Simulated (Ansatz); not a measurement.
# AlClH6OSi: the cost of one run

Program: Ansatz 0.2.0. Level of theory: RKS LDA/def2-SVP. These are calculated values, not measurements.

### 1 The structure to begin with

Bond lengths: Si1–Cl2 2.480 Å, Si1–H3 1.460 Å, Si1–H4 1.459 Å, Si1–H5 1.459 Å, Si1–O6 1.980 Å, O6–Al7 1.780 Å, Al7–H8 1.560 Å, Al7–H9 1.560 Å, Cl2–H10 1.530 Å. Angles (14 of 15 angles, heavy atoms first): Cl2–Si1–O6 71.6°, Si1–O6–Al7 125.0°, Si1–Cl2–H10 62.3°, Cl2–Si1–H3 109.5°, Cl2–Si1–H4 109.5°, Cl2–Si1–H5 109.5°, H3–Si1–O6 178.9°, H4–Si1–O6 70.0°, H5–Si1–O6 70.0°, O6–Al7–H8 120.0°, O6–Al7–H9 120.0°, H3–Si1–H4 109.5°, H3–Si1–H5 109.5°, H4–Si1–H5 109.5°.

Coordinates:

```xyz
10

Si    0.0000    0.0000    0.0000
Cl    0.0000    0.0000    2.4800
H     1.3768    0.0000   -0.4862
H    -0.6877    1.1914   -0.4862
H    -0.6877   -1.1914   -0.4862
O    -1.8790    0.0000    0.6243
Al   -3.1927   -0.9643   -0.0916
H    -2.9236   -2.4314   -0.5488
H    -4.6133   -0.3425   -0.2619
H    -1.3553    0.0000    1.7690
```

### 2 Pulling towards end A

Springs on the bonds that form and break draw the guess towards this end; the thresholds are loose.

input.yaml reads:

```yaml
crystal:
  periodic: [false, false, false]
  atoms:
    - { symbol: Si, position_ang: [0.0, 0.0, 0.0] }
    - { symbol: Cl, position_ang: [0.0, 0.0, 2.48] }
    - { symbol: H, position_ang: [1.3768, 0.0, -0.4862] }
    - { symbol: H, position_ang: [-0.6877, 1.1914, -0.4862] }
    - { symbol: H, position_ang: [-0.6877, -1.1914, -0.4862] }
    - { symbol: O, position_ang: [-1.879, 0.0, 0.6243] }
    - { symbol: Al, position_ang: [-3.1927, -0.9643, -0.0916] }
    - { symbol: H, position_ang: [-2.9236, -2.4314, -0.5488] }
    - { symbol: H, position_ang: [-4.6133, -0.3425, -0.2619] }
    - { symbol: H, position_ang: [-1.3553, 0.0, 1.769] }
basis:
  gaussian: { orbitals: def2-SVP }
hamiltonian:
  xc: lda
relax:
  f_tol: 0.15
  max_steps: 25
  restrain:
    - { distance: [0, 5], at: 2.88, k: 30.0 }
    - { distance: [9, 1], at: 2.57, k: 30.0 }
    - { distance: [0, 1], at: 2.13, k: 30.0 }
    - { distance: [9, 5], at: 1.01, k: 30.0 }
```

Run with:

```console
ansatz run input.yaml --threads 2 --pin off --max-ram 3072MiB --backend cpu --events-out ev --progress --plain --runs-dir out
```

Q: Estimate wall time and peak memory on 2 threads of Arm Neoverse V2, shared host.

About 21 s, with a peak of 0.15 GiB.
